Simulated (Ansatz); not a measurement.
# GeH4O: the cost of one run

The runs use Ansatz 0.2.0, Gaussian basis; PBE0-D4, def2-SVP first, then def2-TZVP.

114 further runs of the same task are left out: 114 set aside as unsound or not needed.

## Step 1: Starting geometry

The guess: 6 atoms, charge 0, spin multiplicity 1.

Atoms are counted from 1 here; the program's logs count them from 0.

Bond lengths: Ge1–O3 2.070 Å, Ge1–H5 1.627 Å, O3–H6 0.957 Å. Angles: O3–Ge1–H5 87.4°, Ge1–O3–H6 118.4°.

As a file:

| atom | x (Å) | y (Å) | z (Å) |
| --- | --- | --- | --- |
| Ge1 | -0.1191 | 0.5020 | 1.1530 |
| H2 | 0.3448 | 0.1537 | -0.7523 |
| O3 | 0.0816 | -1.0299 | -0.2253 |
| H4 | 0.4636 | 1.2425 | -0.5815 |
| H5 | -1.6243 | 0.7252 | 0.5766 |
| H6 | 0.8534 | -1.5935 | -0.1705 |

Distances that are to change: Ge1–H2 1.99 Å, Ge1–O3 2.07 Å, H2–O3 1.32 Å.

## Step 2: Relaxing the guess with the reacting distances held

Contents of hold/in.yaml:

```yaml
crystal:
  periodic: [false, false, false]
  atoms:
    - {symbol: Ge, position_ang: [-0.119100, 0.502000, 1.153000]}
    - {symbol: H, position_ang: [0.344800, 0.153700, -0.752300]}
    - {symbol: O, position_ang: [0.081600, -1.029900, -0.225300]}
    - {symbol: H, position_ang: [0.463600, 1.242500, -0.581500]}
    - {symbol: H, position_ang: [-1.624300, 0.725200, 0.576600]}
    - {symbol: H, position_ang: [0.853400, -1.593500, -0.170500]}
basis:
  gaussian: {orbitals: def2-SVP}
hamiltonian: {xc: pbe0, dispersion: d4}
relax: {f_tol: 0.04, max_steps: 150, escape_saddle: false, constraints: [{distance: [0, 1]}, {distance: [0, 2]}, {distance: [1, 2]}]}
```

Started as:

```
$ ansatz run in.yaml --threads 2 --pin off --events-out ev --progress --plain --max-ram 4352MiB
```

**Question.** How long does this run take on 2 threads of Arm Neoverse V2, shared host?

About 5 s.
